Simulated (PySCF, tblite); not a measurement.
# C9H13P: geometry, infrared bands and NMR shifts

What infrared bands and NMR shifts should C9H13P (`C=Cp1cccc1C(C)C`) show?

The runs use tblite 0.8.0 and PySCF 2.14.0, with density-fitted response routines of our own; the level of theory stands in each step. All values are computed, except where a source is named. Atoms are numbered from 0 throughout.

## Step 1: Starting geometry

23 atoms, charge 0, multiplicity 1; geometry from: force field or distance geometry start.

Bonds of the start (Å): C0–C1 1.35, C1–P2 1.85, P2–C3 1.89, C3–C4 1.34, C4–C5 1.44, C5–C6 1.34, C6–C7 1.51, C7–C8 1.54, C7–C9 1.53, C6–P2 1.91, C0–H10 1.08, C0–H11 1.08, C1–H12 1.07, C3–H13 1.08, C4–H14 1.09, C5–H15 1.08, C7–H16 1.10, C8–H17 1.10, C8–H18 1.09, C8–H19 1.09, C9–H20 1.10, C9–H21 1.09, C9–H22 1.10.

## Step 2: Relaxing the molecule with GFN2-xTB

The job: settings as JSON, then the geometry in Å.

```
{"job": {"kind": "relax", "xc": "GFN2-xTB", "basis": "xTB"}, "charge": 0, "multiplicity": 1}
C      3.309800    -1.030800    -0.594800
C      2.200400    -0.348100    -0.967000
P      1.498800     0.913500     0.193200
C      1.150700     2.264300    -1.085000
C     -0.139300     2.242800    -1.433500
C     -0.960900     1.223100    -0.833800
C     -0.334400     0.415500     0.039500
C     -0.867700    -0.757800     0.822100
C     -2.126800    -1.380800     0.195300
C     -1.161400    -0.372100     2.275000
H      3.726600    -1.776400    -1.256600
H      3.795200    -0.865900     0.358300
H      1.737700    -0.554300    -1.909300
H      1.890600     2.952100    -1.461400
H     -0.561300     2.945400    -2.157200
H     -2.004700     1.141400    -1.083300
H     -0.109800    -1.548600     0.824600
H     -2.981800    -0.690700     0.222100
H     -1.956000    -1.659300    -0.843000
H     -2.420900    -2.280500     0.744100
H     -0.256700    -0.000200     2.775200
H     -1.522600    -1.230500     2.841200
H     -1.910400     0.424800     2.344300
```

Launch:

```console
OMP_NUM_THREADS=1 python probes_run.py task.json out
```

This one command runs all jobs of the session in turn.

**Question.** This job is followed by: GFN2-xTB harmonic vibrations, gas phase; GIAO PBE0/pcSseg-1 NMR shielding, non-relativistic, gas phase. Predict these results of the whole session: strongest single infrared mode (GFN2-xTB); zero-point energy (GFN2-xTB); ¹³C shifts against TMS (PBE0/pcSseg-1, means over atoms taken as alike); ¹H shifts against TMS (PBE0/pcSseg-1, means over atoms taken as alike); ³¹P shifts against H3PO4 (PBE0/pcSseg-1).

The runs gave:

| quantity | value |
| --- | --- |
| strongest single infrared mode (GFN2-xTB) | 3090 cm⁻¹, 63 km/mol |
| zero-point energy (GFN2-xTB) | 118.8 kcal/mol |
| ¹³C shifts against TMS (PBE0/pcSseg-1, means over atoms taken as alike) | 178.5, 147.5, 146.0, 144.1, 142.5, 135.4, 33.3, 27.2 ppm |
| ¹H shifts against TMS (PBE0/pcSseg-1, means over atoms taken as alike) | 7.23, 6.88, 6.75, 6.41, 6.39, 5.57, 2.61, 1.26 ppm |
| ³¹P shifts against H3PO4 (PBE0/pcSseg-1) | -15.4 ppm |

In words: Relaxing lowered the energy by 0.213 eV in 46 steps; the close pair that moved most is P2–C3, from 1.892 to 1.809 Å. All 63 modes are real, so the xTB geometry is a minimum. The strongest single mode, at 3090 cm⁻¹, moves mainly H15. Unscaled tight-binding wavenumbers are off by several per cent, some by more. Its intensities can rank the bands wrongly. At PBE0/pcSseg-1: The widest tensor belongs to C0: span 242 ppm, with a paramagnetic part of -209 ppm.
